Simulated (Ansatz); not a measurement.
**C2H6TeZn: small, medium and large basis sets**

The task here is to estimate one member of a computed series from the others.

Program: Ansatz 0.2.0, Gaussian basis. Level of theory: one geometry, several basis sets. These are calculated values, not measurements.

The runs, in order: PBE0-D4/def2-SVP; ωB97M-V/def2-SVP; PBE0-D4/def2-QZVPP; ωB97M-V/def2-QZVPP; the functionals' def2-TZVPP values are taken from earlier runs.

### The relaxed structure

The geometry comes from an earlier relaxation with PBE0-D4 in a triple-zeta def2 set; it is a stationary point, not always the lowest conformer. Te takes the def2 core potential; no spin-orbit term is included.

SMILES `[CH3][Zn][Te]C`, 10 atoms, charge 0, spin multiplicity 1.

Atoms are counted from 1 here; the program's logs count them from 0.

Bond lengths: C1–Zn2 1.946 Å, C1–H5 1.092 Å, C1–H6 1.092 Å, C1–H7 1.092 Å, Zn2–Te3 2.489 Å, Te3–C4 2.162 Å, C4–H8 1.088 Å, C4–H9 1.087 Å, C4–H10 1.087 Å. Angles: Zn2–C1–H5 110.7°, Zn2–C1–H6 110.6°, Zn2–C1–H7 110.3°, H5–C1–H6 108.5°, H5–C1–H7 108.4°, H6–C1–H7 108.3°, C1–Zn2–Te3 179.8°, Zn2–Te3–C4 96.2°, Te3–C4–H8 105.9°, Te3–C4–H9 110.3°, Te3–C4–H10 110.3°, H8–C4–H9 109.7°, H8–C4–H10 109.7°, H9–C4–H10 111.0°.

Coordinates:

```
C    -0.7922    2.1190   -1.2731
Zn    0.4403    0.7947   -0.5571
Te    2.0237   -0.8942    0.3569
C     0.5257   -2.1298    1.3076
H    -1.3830    1.6959   -2.0883
H    -1.4743    2.4695   -0.4955
H    -0.2406    2.9797   -1.6584
H     1.0679   -2.9495    1.7748
H    -0.0039   -1.5616    2.0674
H    -0.1636   -2.5236    0.5656
```

The first run:

Input file in.yaml:

```yaml
crystal:
  periodic: [false, false, false]
  atoms:
    - {symbol: C, position_ang: [-0.792181, 2.118952, -1.273131]}
    - {symbol: Zn, position_ang: [0.440265, 0.794667, -0.557064]}
    - {symbol: Te, position_ang: [2.023686, -0.894195, 0.356928]}
    - {symbol: C, position_ang: [0.525723, -2.129780, 1.307554]}
    - {symbol: H, position_ang: [-1.383001, 1.695894, -2.088253]}
    - {symbol: H, position_ang: [-1.474326, 2.469460, -0.495548]}
    - {symbol: H, position_ang: [-0.240590, 2.979692, -1.658386]}
    - {symbol: H, position_ang: [1.067905, -2.949513, 1.774840]}
    - {symbol: H, position_ang: [-0.003875, -1.561628, 2.067445]}
    - {symbol: H, position_ang: [-0.163606, -2.523550, 0.565616]}
basis:
  gaussian: {orbitals: def2-SVP}
hamiltonian: {xc: pbe0, dispersion: d4}
output: {orbitals: {seedname: orbitals}}
```

The run is started by

```bash
ansatz run in.yaml --threads 4 --pin off --events-out ev --progress --plain --max-ram 10444MiB
```

Steps of the session up to this table: PBE0-D4 in def2-SVP; ωB97M-V in def2-SVP; PBE0-D4 in def2-QZVPP; ωB97M-V in def2-QZVPP.

One table of the session follows, with a row left open; its other results are not shown here.

It belongs to the step «Functionals by basis». 

| functional | basis | HOMO (eV) |
| --- | --- | --- |
| PBE0-D4 | def2-SVP | -5.77 |
| PBE0-D4 | def2-TZVPP | ? |
| PBE0-D4 | def2-QZVPP | -5.94 |
| ωB97M-V | def2-SVP | -7.80 |
| ωB97M-V | def2-TZVPP | -7.98 |
| ωB97M-V | def2-QZVPP | -7.99 |

Q: Estimate the row for PBE0-D4, def2-TZVPP from the others.

As computed: HOMO (eV): -5.93. In the column «HOMO (eV)» it lies between PBE0-D4, def2-QZVPP (-5.94) and PBE0-D4, def2-SVP (-5.77).
